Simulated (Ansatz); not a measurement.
# MoS2: the cost of one run

Program: Ansatz 0.2.0. Level of theory: DFT LDA, all-electron LAPW, scalar-relativistic unless said. These are calculated values, not measurements.

1 further run of the same task is left out (it didn't finish).

**1. The structure to begin with**

It takes space group P6_3/mmc (No. 194, hexagonal). Conventional cell: a = 3.122 Å, b = 3.122 Å, c = 12.076 Å, α = 90.00°, β = 90.00°, γ = 120.00°. Mo (site symmetry -6m2) has 6 S at 2.38 Å as nearest neighbours. Around S (site symmetry 3m) lie 3 Mo at 2.38 Å.

Structure file:

```cif
data_structure
_symmetry_space_group_name_H-M 'P 1'
_symmetry_Int_Tables_number 1
_cell_length_a 3.1222
_cell_length_b 3.1222
_cell_length_c 12.0761
_cell_angle_alpha 90.000
_cell_angle_beta 90.000
_cell_angle_gamma 120.000
_cell_volume 101.95
loop_
_atom_site_label
_atom_site_type_symbol
_atom_site_fract_x
_atom_site_fract_y
_atom_site_fract_z
_atom_site_occupancy
Mo1 Mo 0.33333 0.66667 0.25000 1
Mo2 Mo 0.66667 0.33333 0.75000 1
S1 S 0.33333 0.66667 0.62129 1
S2 S 0.66667 0.33333 0.12129 1
S3 S 0.33333 0.66667 0.87871 1
S4 S 0.66667 0.33333 0.37871 1
```

Cartesian axes are those of the input's lattice vectors. The structure goes back to a database entry.

**2. Reference run, fine mesh, LAPW**

File input.yaml:

```yaml
crystal:
  lattice:
    - [3.12216850935, 0.0, 0.0]
    - [-1.56108425467, 2.70387724399, 0.0]
    - [0.0, 0.0, 12.07605994984]
  atoms:
    - { symbol: Mo, position: [0.333333333333, 0.666666666667, 0.25] }
    - { symbol: Mo, position: [0.666666666667, 0.333333333333, 0.75] }
    - { symbol: S, position: [0.333333333333, 0.666666666667, 0.621294046183] }
    - { symbol: S, position: [0.666666666667, 0.333333333333, 0.121294046183] }
    - { symbol: S, position: [0.333333333333, 0.666666666667, 0.878705953817] }
    - { symbol: S, position: [0.666666666667, 0.333333333333, 0.378705953817] }
kpoints:
  mp_grid: { grid: [6, 6, 2] }
scf:
  occupations: { method: fixed }
hamiltonian:
  xc: lda
  pseudopotentials: { kind: all_electron, lapw: { basis_error: 0.001 } }
output:
  forces: true
  stress: true
  eigenvalues: true
  eigenstates:
    nscf_kmesh: { grid: [10, 10, 4] }
    de_dk: true
    e_range: [-9, 10.75913296793]
checkpoint:
  write: ck
  write_wavefunctions: false
```

Launch:

```
> ansatz run input.yaml --threads 1 --pin off --max-ram 3072MiB --backend cpu --events-out ev --progress --plain --runs-dir out
```

Q: Estimate wall time and peak memory on 1 thread of Arm Neoverse V2, shared host.

About 74 s, with a peak of 0.47 GiB.
